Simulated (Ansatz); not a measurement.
# Pt: the cost of one run

Computed with Ansatz 0.2.0 (DFT r2SCAN, scalar-relativistic, plane waves, PAW, unless a step's input says otherwise).

### 1 The starting structure

The structure is cubic, space group Im-3m (No. 229). The conventional cell has a = 3.168 Å, b = 3.168 Å, c = 3.168 Å, α = 90.00°, β = 90.00°, γ = 90.00°. Pt (site symmetry m-3m) has 8 Pt at 2.74 Å in its first shell of neighbours.

Structure file:

```cif
data_structure
_symmetry_space_group_name_H-M 'P 1'
_symmetry_Int_Tables_number 1
_cell_length_a 2.7439
_cell_length_b 2.7439
_cell_length_c 2.7439
_cell_angle_alpha 109.471
_cell_angle_beta 109.471
_cell_angle_gamma 109.471
_cell_volume 15.90
loop_
_atom_site_label
_atom_site_type_symbol
_atom_site_fract_x
_atom_site_fract_y
_atom_site_fract_z
_atom_site_occupancy
Pt1 Pt 0.00000 0.00000 0.00000 1
```

It goes back to an entry of the Materials Project, which need not be the stable form.

No relaxation comes first: the listed cell is the starting point.

### 2 The reference cell

Reference values: F = -12536.6894 eV; pressure -6.49 GPa; largest force 0.000 eV/Å; gap on the mesh none (metal). It was computed beforehand with the settings of the runs below.

### 3 Setting up a two-dimensional strain map

The cell is strained by p along both x and y and by q along z, with fractional coordinates fixed.

### 4 At p = -0.080, q = -0.080

The input, input.yaml:

```yaml
crystal:
  lattice:
    - [-1.4574824, 1.4574824, 1.4574824]
    - [1.4574824, -1.4574824, 1.4574824]
    - [1.4574824, 1.4574824, -1.4574824]
  atoms:
    - { symbol: Pt, position: [0.0, 0.0, 0.0] }
basis:
  ecutwfc: 500
kpoints:
  mp_grid: { grid: [22, 22, 22] }
hamiltonian:
  xc: r2scan
scf:
  occupations: { method: gaussian, width: 0.15 }
output:
  forces: true
  stress: true
  eigenvalues: true
```

Started as:

```sh
$ ansatz run input.yaml --threads 1 --pin off --max-ram 2560MiB --backend cpu --events-out ev --progress --plain --runs-dir out
```

**Question.** How long does this run take on 1 thread of Arm Neoverse V2, shared host, and how much memory does it need?

About 4.7 s, with a peak of 0.36 GiB.
